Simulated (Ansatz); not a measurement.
# CH₉BOSi₂: geometry optimisation

What shape does CH₉BOSi₂ take? The plan is to relax it.

Program: Ansatz 0.2.0, Gaussian basis. Level of theory: RKS PBE0-D4/def2-TZVP. These are calculated values, not measurements.

Plan: relaxation at PBE-D4/def2-SVP; relaxation at PBE0-D4/def2-TZVP.

1 further run of the same task is left out (set aside as unsound or not needed).

## Step 1: Where the work starts

SMILES `B[SiH2]OC[SiH3]`, 14 atoms, charge 0, spin multiplicity 1.

Atoms are counted from 1 here; the program's logs count them from 0.

Bond lengths: B1–Si2 1.889 Å, B1–H6 1.186 Å, B1–H7 1.207 Å, Si2–O3 1.731 Å, Si2–H8 1.470 Å, Si2–H9 1.509 Å, O3–C4 1.389 Å, C4–Si5 1.834 Å, C4–H10 1.071 Å, C4–H11 1.189 Å, Si5–H12 1.498 Å, Si5–H13 1.525 Å, Si5–H14 1.438 Å. Angles: Si2–B1–H6 123.3°, Si2–B1–H7 119.7°, H6–B1–H7 116.6°, B1–Si2–O3 110.1°, B1–Si2–H8 110.8°, B1–Si2–H9 107.7°, O3–Si2–H8 109.6°, O3–Si2–H9 109.3°, H8–Si2–H9 109.3°, Si2–O3–C4 111.3°, O3–C4–Si5 111.4°, O3–C4–H10 113.3°, O3–C4–H11 104.9°, Si5–C4–H10 111.4°, Si5–C4–H11 106.3°, H10–C4–H11 109.1°, C4–Si5–H12 107.1°, C4–Si5–H13 110.3° and more.

Coordinates:

```mol
CH9BOSi2
  3D, bonds by distance, orders not assigned

 14 13  0  0  0  0  0  0  0  0999 V2000
   -1.8934   -1.1884    1.5317 B   0  0
   -0.0204   -1.2420    1.2919 Si  0  0
    0.5343    0.2446    0.5990 O   0  0
    0.5049    0.1968   -0.7889 C   0  0
    1.0235    1.7948   -1.5253 Si  0  0
   -2.4148   -1.2251    2.5963 H   0  0
   -2.6121   -0.9805    0.5841 H   0  0
    0.3619   -2.3651    0.4232 H   0  0
    0.6102   -1.4247    2.6510 H   0  0
    1.0636   -0.6206   -1.1963 H   0  0
   -0.6436    0.0593   -1.0661 H   0  0
    2.4510    2.0197   -1.1313 H   0  0
    0.1593    2.9298   -0.9868 H   0  0
    0.8625    1.7722   -2.9538 H   0  0
  1  2  8  0
  2  3  8  0
  3  4  8  0
  4  5  8  0
  1  6  8  0
  1  7  8  0
  2  8  8  0
  2  9  8  0
  4 10  8  0
  4 11  8  0
  5 12  8  0
  5 13  8  0
  5 14  8  0
M  END
```

The start is a force-field geometry with small random shifts, so a cheaper pass at PBE-D4/def2-SVP comes first.

## Step 2: Optimising with PBE-D4/def2-SVP (cheap first pass)

in.yaml reads:

```yaml
crystal:
  periodic: [false, false, false]
  atoms:
    - {symbol: B, position_ang: [-1.893400, -1.188400, 1.531700]}
    - {symbol: Si, position_ang: [-0.020400, -1.242000, 1.291900]}
    - {symbol: O, position_ang: [0.534300, 0.244600, 0.599000]}
    - {symbol: C, position_ang: [0.504900, 0.196800, -0.788900]}
    - {symbol: Si, position_ang: [1.023500, 1.794800, -1.525300]}
    - {symbol: H, position_ang: [-2.414800, -1.225100, 2.596300]}
    - {symbol: H, position_ang: [-2.612100, -0.980500, 0.584100]}
    - {symbol: H, position_ang: [0.361900, -2.365100, 0.423200]}
    - {symbol: H, position_ang: [0.610200, -1.424700, 2.651000]}
    - {symbol: H, position_ang: [1.063600, -0.620600, -1.196300]}
    - {symbol: H, position_ang: [-0.643600, 0.059300, -1.066100]}
    - {symbol: H, position_ang: [2.451000, 2.019700, -1.131300]}
    - {symbol: H, position_ang: [0.159300, 2.929800, -0.986800]}
    - {symbol: H, position_ang: [0.862500, 1.772200, -2.953800]}
basis:
  gaussian: {orbitals: def2-SVP}
hamiltonian: {xc: pbe, dispersion: d4}
relax: {f_tol: 0.03, max_steps: 200}
```

Launch:

```console
$ ansatz run in.yaml --threads 4 --pin off --events-out ev --progress --plain --max-ram 10444MiB
```

The program printed, cut to the lines that bear on the results:

```text
Functional definition: PBE
  name "PBE"
  cite "Perdew, Burke & Ernzerhof, Phys. Rev. Lett. 77, 3865 (1996) doi:10.1103/PhysRevLett.77.3865"
  parent pbe
[...]
1369 factors; their error is unknown
[...]
mean field -19639.12593356 eV, -721.7245661806 hartree, gradient 1.4e-5 eV, S^2 0.000000; 0 other end points of the search recorded, 0 dependent functions left out
[...]
reference -19639.12597951 eV, -721.7245678692 hartree; 28, 28 occupied and 95, 95 virtual orbitals, 1369 factors
relax step   1: F+E_penalty+E_count = -19639.42621361 eV  Δ(F+E_penalty+E_count) = +0.000e0 eV  max|allowed force component| = 3.580e0 eV/Å  Δτ_max = 0.0000 Å  (27 SCF iters, accepted)
[...]
relax step   4: F+E_penalty+E_count = -19640.04900394 eV  Δ(F+E_penalty+E_count) = -3.073e-2 eV  max|allowed force component| = 2.915e-1 eV/Å  Δτ_max = 0.0443 Å  (29 SCF iters, accepted)
[...]
relax step   7: F+E_penalty+E_count = -19640.10148616 eV  Δ(F+E_penalty+E_count) = -1.669e-2 eV  max|allowed force component| = 5.964e-2 eV/Å  Δτ_max = 0.0951 Å  (29 SCF iters, accepted)
[...]
relax step  10: F+E_penalty+E_count = -19640.10832564 eV  Δ(F+E_penalty+E_count) = +3.347e-3 eV  max|allowed force component| = 2.345e-1 eV/Å  Δτ_max = 0.0972 Å  (29 SCF iters, rejected (line search))
[...]
reference -19639.82119406 eV, -721.7501165327 hartree; 28, 28 occupied and 95, 95 virtual orbitals, 1369 factors
Total energy: -19640.11336923 eV, -721.7608537721 hartree
Atom 0 at    -1.980578    -1.153011     1.492936 Å, force    -0.010434     0.000212    -0.003557 eV/Å
Atom 1 at     0.027586    -1.190602     1.424495 Å, force     0.008523     0.011305    -0.005549 eV/Å
Atom 2 at     0.739285     0.016253     0.470809 Å, force    -0.009184     0.005441    -0.011853 eV/Å
Atom 3 at     0.449896     0.126765    -0.920126 Å, force    -0.001789    -0.007188     0.016834 eV/Å
Atom 4 at     1.036688     1.842559    -1.519801 Å, force     0.005598    -0.007394    -0.001813 eV/Å
Atom 5 at    -2.552682    -1.878275     2.287758 Å, force    -0.001168     0.006458    -0.006961 eV/Å
Atom 6 at    -2.674812    -0.458917     0.772967 Å, force     0.003518    -0.008841     0.009443 eV/Å
Atom 7 at     0.428265    -2.566250     0.918259 Å, force     0.002998    -0.011593    -0.001811 eV/Å
Atom 8 at     0.628094    -1.002802     2.790977 Å, force     0.002277     0.000098     0.004686 eV/Å
Atom 9 at     0.959765    -0.676177    -1.507237 Å, force    -0.001663     0.003612    -0.001052 eV/Å
Atom 10 at    -0.643096     0.019762    -1.134858 Å, force     0.004793     0.005331     0.001073 eV/Å
Atom 11 at     2.510526     1.996954    -1.270464 Å, force    -0.000738    -0.000408     0.000192 eV/Å
Atom 12 at     0.292582     2.919100    -0.780572 Å, force    -0.001671     0.002890     0.001156 eV/Å
Atom 13 at     0.765381     1.975441    -2.996443 Å, force    -0.001060     0.000078    -0.000788 eV/Å
Dipole moment:    -0.193198    -0.163595    -0.086952 e Å
```

Run time: 17 s. Hardware: 4 threads of Arm Neoverse V2, shared host.

Along the way: (the energy doesn't fall at every step)

```csv
step,energy from step 1 (eV),largest force component (eV/Å)
1,0.0000,3.5803
2,-0.5191,1.0166
3,-0.5921,0.5216
4,-0.6228,0.2915
5,-0.6586,0.1983
6,-0.6181,0.8591
7,-0.6753,0.0596
8,-0.6814,0.0822
9,-0.6855,0.0586
10,-0.6821,0.2345
11,-0.6868,0.0227
12,-0.6871,0.0168
```

The force was under the threshold of 0.03 eV/Å already at step 11, but the program went on to step 12.

Close pairs (by a distance rule), those that changed most:

```csv
bond,before (Å),after (Å),change (Å)
B1–Si2,1.889,2.010,+0.121
C4–Si5,1.834,1.910,+0.076
C4–H11,1.189,1.119,-0.070
Si5–H14,1.438,1.507,+0.070
Si2–H8,1.470,1.520,+0.049
C4–H10,1.071,1.118,+0.047
Si2–O3,1.731,1.695,-0.037
O3–C4,1.389,1.425,+0.036
```

## Step 3: Relaxation at PBE0-D4/def2-TZVP

in.yaml reads:

```yaml
crystal:
  periodic: [false, false, false]
  atoms:
    - {symbol: B, position_ang: [-1.980578, -1.153011, 1.492936]}
    - {symbol: Si, position_ang: [0.027586, -1.190602, 1.424495]}
    - {symbol: O, position_ang: [0.739285, 0.016253, 0.470809]}
    - {symbol: C, position_ang: [0.449896, 0.126765, -0.920126]}
    - {symbol: Si, position_ang: [1.036688, 1.842559, -1.519801]}
    - {symbol: H, position_ang: [-2.552682, -1.878275, 2.287758]}
    - {symbol: H, position_ang: [-2.674812, -0.458917, 0.772967]}
    - {symbol: H, position_ang: [0.428265, -2.566250, 0.918259]}
    - {symbol: H, position_ang: [0.628094, -1.002802, 2.790977]}
    - {symbol: H, position_ang: [0.959765, -0.676177, -1.507237]}
    - {symbol: H, position_ang: [-0.643096, 0.019762, -1.134858]}
    - {symbol: H, position_ang: [2.510526, 1.996954, -1.270464]}
    - {symbol: H, position_ang: [0.292582, 2.919100, -0.780572]}
    - {symbol: H, position_ang: [0.765381, 1.975441, -2.996443]}
basis:
  gaussian: {orbitals: def2-TZVP}
hamiltonian: {xc: pbe0, dispersion: d4}
relax: {f_tol: 0.005, max_steps: 150}
```

The command is unchanged.

The program printed, cut to the lines that bear on the results:

```text
Functional definition: PBE0
  name "PBE0"
  cite "Adamo & Barone, J. Chem. Phys. 110, 6158 (1999) doi:10.1063/1.478522"
  cite "Perdew, Burke & Ernzerhof, Phys. Rev. Lett. 77, 3865 (1996) doi:10.1103/PhysRevLett.77.3865"
  parent pbe
[...]
1432 factors; their error is unknown
[...]
mean field -19652.04780282 eV, -722.1994361172 hartree, gradient 3.1e-5 eV, S^2 0.000000; 0 other end points of the search recorded, 0 dependent functions left out
[...]
reference -19652.04784685 eV, -722.1994377353 hartree; 28, 28 occupied and 193, 193 virtual orbitals, 1432 factors
relax step   1: F+E_penalty+E_count = -19652.29742919 eV  Δ(F+E_penalty+E_count) = +0.000e0 eV  max|allowed force component| = 7.284e-1 eV/Å  Δτ_max = 0.0000 Å  (27 SCF iters, accepted)
[...]
Atom 4 at     1.095230     1.814136    -1.535917 Å, force     0.001300     0.002082     0.000142 eV/Å
Atom 5 at    -2.481197    -2.043563     2.214630 Å, force     0.000130    -0.000185    -0.000260 eV/Å
Atom 6 at    -2.705477    -0.605907     0.783877 Å, force    -0.000143    -0.000126    -0.000416 eV/Å
Atom 7 at     0.521751    -2.440935     0.882115 Å, force    -0.000466     0.000218    -0.000156 eV/Å
Atom 8 at     0.588595    -0.937862     2.783815 Å, force    -0.000461     0.000126    -0.000276 eV/Å
Atom 9 at     0.780028    -0.649547    -1.417452 Å, force    -0.000329     0.000063    -0.000348 eV/Å
Atom 10 at    -0.725776     0.194878    -1.057445 Å, force    -0.000142    -0.000181    -0.000556 eV/Å
Atom 11 at     2.566000     1.822735    -1.330668 Å, force    -0.000797     0.000038    -0.000154 eV/Å
Atom 12 at     0.490475     2.975772    -0.835089 Å, force     0.000370    -0.001226    -0.000841 eV/Å
Atom 13 at     0.800602     1.910465    -2.992207 Å, force    -0.000167     0.000118     0.000464 eV/Å
Dipole moment:    -0.187082    -0.137956    -0.110505 e Å
```

It took 66 s on 4 threads of Arm Neoverse V2, shared host; peak memory 0.66 GiB.

Along the way: (the energy doesn't fall at every step)

```csv
step,energy from step 1 (eV),largest force component (eV/Å)
1,0.0000,0.7284
2,-0.0555,0.4530
3,-0.0666,0.0642
4,-0.0670,0.0179
5,-0.0671,0.0198
6,-0.0672,0.0251
7,-0.0673,0.0266
8,-0.0677,0.0254
9,-0.0678,0.0203
10,-0.0681,0.0402
11,-0.0682,0.0445
12,-0.0672,0.1064
13,-0.0683,0.0151
14,-0.0684,0.0131
15,-0.0684,0.0084
16,-0.0684,0.0065
17,-0.0684,0.0043
```

Close pairs (by a distance rule), those that changed most:

```csv
bond,before (Å),after (Å),change (Å)
Si2–O3,1.695,1.654,-0.041
B1–H6,1.219,1.197,-0.021
B1–H7,1.217,1.196,-0.021
C4–Si5,1.910,1.889,-0.021
Si2–H8,1.520,1.500,-0.020
C4–H11,1.119,1.100,-0.019
Si5–H14,1.507,1.489,-0.018
C4–H10,1.118,1.100,-0.018
```

Mulliken charges of the relaxed molecule (report file):

B1 -0.08; Si2 0.26; O3 -0.35; C4 -0.20; Si5 0.17; H6 0.04; H7 0.04; H8 -0.04; H9 -0.02; H10 0.12; H11 0.12; H12 -0.02; H13 -0.02; H14 -0.03

## Step 4: Results

```
                  quantity           value
               point group              C1
                     steps         12 + 17
shift from the start (rms)         0.380 Å
              total energy  -19652.3659 eV
           dispersion term        -251 meV
             dipole moment          1.24 D
```

The atoms moved 0.38 Å (rms) from the start; the bond that changed most is B1–Si2, from 1.889 to 2.006 Å. No vibrations were run, so it is not proven to be a minimum. The largest Mulliken charge, -0.35 e, sits on O3.
